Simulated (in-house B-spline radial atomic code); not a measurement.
# La⁴⁺: excited configurations

Aim: the energies of several excited configurations of La⁴⁺ above a reference configuration, each from its own self-consistent run.

Program: in-house B-spline radial atomic code version 1. Level of theory: Dirac-Hartree-Fock, average of configuration, Fermi nucleus, basis-set limit. These are calculated values, not measurements, unless marked.

## (1) The atom as given

| Quantity | Value |
| --- | --- |
| element | lanthanum (Z = 57) |
| charge | +4 |
| electrons | 53 |
| configuration | [Kr] 4d10 5s2 5p5 |
| Hamiltonian | Dirac-Coulomb |
| nucleus | Fermi, rms radius 4.855 fm |

The outer shells:

[Kr] 4d10 5s2 5p5
```
[Kr] core
4d [↑↓][↑↓][↑↓][↑↓][↑↓]
5s [↑↓]
5p [↑↓][↑↓][↑ ]
```

The boxes draw the filling by Hund's rule, which heavy ions in jj coupling don't follow; these runs average over all states of the configuration.

The run's settings:

```ini
Z = 57
electrons = 53.0
configuration = [Kr] 4d10 5s2 5p5
hamiltonian = dirac
method = hf
spin_polarised = False
nucleus = fermi
rms_radius = 4.855
mass_number = 139
atomic_mass = 138.906362927
speed_of_light = 137.035999084
```

This reference run was done before. Its total energy is -8490.608697 hartree, and its levels are (the highest eight at most):

```csv
orbital,occupation,energy (eV),<r> (bohr)
4s1/2,2,-340.20,0.6533
4p1/2,2,-278.95,0.6752
4p3/2,4,-261.19,0.7003
4d3/2,4,-158.71,0.7605
4d5/2,6,-155.60,0.7699
5s1/2,2,-83.660,1.533
5p1/2,1.66667,-64.857,1.677
5p3/2,3.33333,-61.901,1.736
```

## (2) [Kr] 4d10 5s2 5p4 5f1

The run's settings:

```ini
Z = 57
electrons = 53.0
configuration = [Kr] 4d10 5s2 5p4 5f1
hamiltonian = dirac
method = hf
spin_polarised = False
nucleus = fermi
rms_radius = 4.855
mass_number = 139
atomic_mass = 138.906362927
speed_of_light = 137.035999084
```

## (3) [Ar] 3d9 4s2 4p6 4d10 5s2 5p5 7f1

Changes to the settings of step 2:

```diff
@@ -2,3 +2,3 @@
 electrons = 53.0
-configuration = [Kr] 4d10 5s2 5p4 5f1
+configuration = [Ar] 3d9 4s2 4p6 4d10 5s2 5p5 7f1
 hamiltonian = dirac
```

## (4) [Kr] 4d10 5s2 5p4 9f1

Changes to the settings of step 3:

```diff
@@ -2,3 +2,3 @@
 electrons = 53.0
-configuration = [Ar] 3d9 4s2 4p6 4d10 5s2 5p5 7f1
+configuration = [Kr] 4d10 5s2 5p4 9f1
 hamiltonian = dirac
```

## (5) Run with [Kr] 4d10 5s2 5p4 6p1

Changes to the settings of step 4:

```diff
@@ -2,3 +2,3 @@
 electrons = 53.0
-configuration = [Kr] 4d10 5s2 5p4 9f1
+configuration = [Kr] 4d10 5s2 5p4 6p1
 hamiltonian = dirac
```

## (6) Run with [Ar] 3d10 4s2 4p5 4d10 5s2 5p6

Changes to the settings of step 5:

```diff
@@ -2,3 +2,3 @@
 electrons = 53.0
-configuration = [Kr] 4d10 5s2 5p4 6p1
+configuration = [Ar] 3d10 4s2 4p5 4d10 5s2 5p6
 hamiltonian = dirac
```

## (7) Run with [Kr] 4d9 5s2 5p5 5d1

Changes to the settings of step 6:

```diff
@@ -2,3 +2,3 @@
 electrons = 53.0
-configuration = [Ar] 3d10 4s2 4p5 4d10 5s2 5p6
+configuration = [Kr] 4d9 5s2 5p5 5d1
 hamiltonian = dirac
```

Q: How far above the reference does each configuration lie (order and size, in eV)?

The runs gave:

| net move | configuration | energy above the reference (eV) | with Breit, QED, recoil (eV) | largest <r> (bohr) |
| --- | --- | --- | --- | --- |
| 5p → 6p | [Kr] 4d10 5s2 5p4 6p1 | 34.741 | 34.718 | 3.69 |
| 5p → 5f | [Kr] 4d10 5s2 5p4 5f1 | 42.373 | 42.328 | 3.88 |
| 5p → 9f | [Kr] 4d10 5s2 5p4 9f1 | 57.247 | 57.212 | 18.7 |
| 4d → 5d | [Kr] 4d9 5s2 5p5 5d1 | 112.79 | 112.81 | 2.16 |
| 4p → 5p | [Ar] 3d10 4s2 4p5 4d10 5s2 5p6 | 198.00 | 197.75 | 1.69 |
| 3d → 7f | [Ar] 3d9 4s2 4p6 4d10 5s2 5p5 7f1 | 884.89 | 884.38 | 9.84 |

Quantum defects of the promoted electron, δ = n − ζ/√(−2ε) with ζ = 5 and ε its orbital energy in hartree:

| promotion | δ |
| --- | --- |
| 5p → 6p | 2.493 |
| 5p → 9f | 0.867 |
| 3d → 7f | 0.936 |

At the bottom stands 5p → 6p (34.741 eV), at the top 3d → 7f (884.89 eV). Koopmans' estimate of the ionisation threshold is 61.901 eV; 3 configurations exceed it by over 2 % and could autoionise. Of those tabulated, the defect is largest for 6p (2.49) and least for 9f (0.87): low angular momentum penetrates the core, high angular momentum stays outside it. Two partly filled shells share a symmetry and can mix in the average, which may lower the energy, for: 5p → 6p; 4d → 5d. These are averages over configurations, without correlation, not spectroscopic levels.
